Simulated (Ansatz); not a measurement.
# KRbBr2: a single-point run

Wanted: a converged single-point run for KRbBr2, and a check of what comes out. The structure is shown as the input types it. The cell is built on a prototype (ordering on rocksalt) and needn't be the phase found in nature.

Method: density functional or hybrid calculation with the settings of its input, plane waves, in Ansatz 0.2.0.

2 further runs of the same task are left out: 2 that didn't finish.

### Step 1. The system as given

Symmetry: R-3m, No. 166, trigonal system. The conventional cell has a = 4.778 Å, b = 4.778 Å, c = 23.465 Å, α = 90.00°, β = 90.00°, γ = 120.00°. Around K (site symmetry -3m) lie 6 Br at 3.33 Å. Rb (site symmetry -3m) has 6 Br at 3.44 Å as nearest neighbours. Around Br (site symmetry 3m) lie 3 K at 3.33 Å and 3 Rb at 3.44 Å.

Coordinates:

```cif
data_structure
_symmetry_space_group_name_H-M 'R-3m:H'
_symmetry_Int_Tables_number 166
_cell_length_a 4.7781
_cell_length_b 4.7781
_cell_length_c 23.4654
_cell_angle_alpha 90.000
_cell_angle_beta 90.000
_cell_angle_gamma 120.000
_cell_volume 463.95
loop_
_atom_site_label
_atom_site_type_symbol
_atom_site_symmetry_multiplicity
_atom_site_Wyckoff_symbol
_atom_site_fract_x
_atom_site_fract_y
_atom_site_fract_z
_atom_site_occupancy
K1 K 3 a 0.00000 0.00000 0.00000 1
Rb1 Rb 3 b 0.33333 0.66667 0.16667 1
Br1 Br 6 c 0.00000 0.00000 0.25423 1
```

### Step 2. The run

input.yaml

```yaml
crystal:
  lattice:
    - [2.389060574, 1.3793247655, 7.8217952968]
    - [-2.389060574, 1.3793247655, 7.8217952968]
    - [0.0, -2.758649531, 7.8217952968]
  atoms:
    - { symbol: K, position: [1.0, 0.0, 0.0] }
    - { symbol: Rb, position: [0.5, 0.5, 0.5] }
    - { symbol: Br, position: [0.2542253037, 0.2542253037, 0.2542253037] }
    - { symbol: Br, position: [0.7457746963, 0.7457746963, 0.7457746963] }
kpoints:
  mp_grid: { grid: [4, 4, 4] }
hamiltonian:
  xc: { exchange: pbe, correlation: pbe, exx: { coeff: -0.2, omega: 0.1 } }
scf:
  occupations: { method: fixed }
  n_extra_bands: 5
output:
  forces: true
  stress: true
  eigenvalues: true
```

Command:

```console
$ ansatz run input.yaml --threads 4 --pin off --max-ram 3686MiB --backend cpu --events-out ev --progress --plain --runs-dir out
```

Q: Will this input give a usable result? If not, why, and what should change?

Nothing was computed: the input was turned down at the start. Its message: «invalid value for `hamiltonian.xc.exx.coeff`: must be finite and in (0, 1]; got -0.2»

The suspect setting: hamiltonian.xc.exx.coeff is -0.2. A value lies outside the range that the key allows.

Fix: set hamiltonian.xc.exx.coeff to 0.3.
